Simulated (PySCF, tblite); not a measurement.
# C3H7F3GeSi: geometry, infrared bands and NMR shifts

What infrared bands and NMR shifts should C3H7F3GeSi (`FC(F)=C(F)[SiH2][CH2][GeH3]`) show?

Computed with tblite 0.8.0 and PySCF 2.14.0, with density-fitted response routines of our own, on a single molecule in the gas phase. Atoms are numbered from 0 throughout.

### Step 1. Starting geometry

15 atoms, charge 0, multiplicity 1; geometry from: force field or distance geometry start.

Bonds of the start (Å): F0–C1 1.38, C1–F2 1.35, C1–C3 1.34, C3–F4 1.33, C3–Si5 1.85, Si5–C6 1.87, C6–Ge7 1.95, Si5–H8 1.48, Si5–H9 1.44, C6–H10 1.13, C6–H11 1.13, Ge7–H12 1.55, Ge7–H13 1.56, Ge7–H14 1.56.

### Step 2. Relaxing the molecule with GFN2-xTB

What the job is given:

```
{"job": {"kind": "relax", "xc": "GFN2-xTB", "basis": "xTB"}, "charge": 0, "multiplicity": 1}
F     -1.738100    -0.757200     1.456600
C     -2.547500    -0.634800     0.350100
F     -3.759300    -1.221100     0.281700
C     -2.062000     0.087900    -0.666400
F     -2.752000     0.267600    -1.791600
Si    -0.390000     0.876500    -0.562100
C      0.784500    -0.557700    -0.292800
Ge     2.624700     0.083200    -0.227400
H     -0.424600     1.753300     0.626500
H     -0.031000     1.622300    -1.744300
H      0.622600    -1.350700    -1.079000
H      0.480000    -0.988300     0.702500
H      3.367100    -0.794400     0.815400
H      3.291100     0.050500    -1.635400
H      2.530200     1.571200     0.238800
```

Started as:

```console
$ OMP_NUM_THREADS=1 python probes_run.py task.json out
```

The driver reads the jobs from task.json and runs them one after another.

**Question.** This job is followed by: GFN2-xTB harmonic vibrations, gas phase; GIAO PBE0/pcSseg-1 NMR shielding, non-relativistic, gas phase. Predict these results of the whole session: strongest single infrared mode (GFN2-xTB); zero-point energy (GFN2-xTB); 13C shifts against TMS (PBE0/pcSseg-1); 1H shifts against TMS (PBE0/pcSseg-1, means over atoms taken as alike); 19F shifts against CFCl3 (PBE0/pcSseg-1); 29Si shifts against TMS (PBE0/pcSseg-1); 73Ge shifts against GeMe4 (PBE0/pcSseg-1).

The runs gave:

```
                                                              quantity                      value
                             strongest single infrared mode (GFN2-xTB)       762 cm⁻¹, 479 km/mol
                                          zero-point energy (GFN2-xTB)              52.1 kcal/mol
                                13C shifts against TMS (PBE0/pcSseg-1)    173.6, 136.4, -12.7 ppm
1H shifts against TMS (PBE0/pcSseg-1, means over atoms taken as alike)       4.64, 3.61, 0.32 ppm
                              19F shifts against CFCl3 (PBE0/pcSseg-1)  -82.9, -121.6, -205.9 ppm
                               29Si shifts against TMS (PBE0/pcSseg-1)                  -45.1 ppm
                             73Ge shifts against GeMe4 (PBE0/pcSseg-1)                   -237 ppm
```

The optimisation took 91 steps and gained 0.544 eV; among the close pairs (by a distance rule), Ge7–H14 changed most, from 1.562 to 1.493 Å. The lowest mode is slightly imaginary (9i cm⁻¹), a soft motion within the noise of the Hessian, so the minimum is not strictly shown. The strongest single mode, at 762 cm⁻¹, has its largest shares on C6, H14, H13 and Si5 (the list is cut at 4 atoms). Unscaled tight-binding wavenumbers are off by several per cent, some by more. Its intensities can rank the bands wrongly. At PBE0/pcSseg-1: The widest tensor belongs to Ge7: span 190 ppm, with a paramagnetic part of -1187 ppm. Spin-orbit coupling is left out, which matters for shieldings and couplings at and beside the heavy atoms.
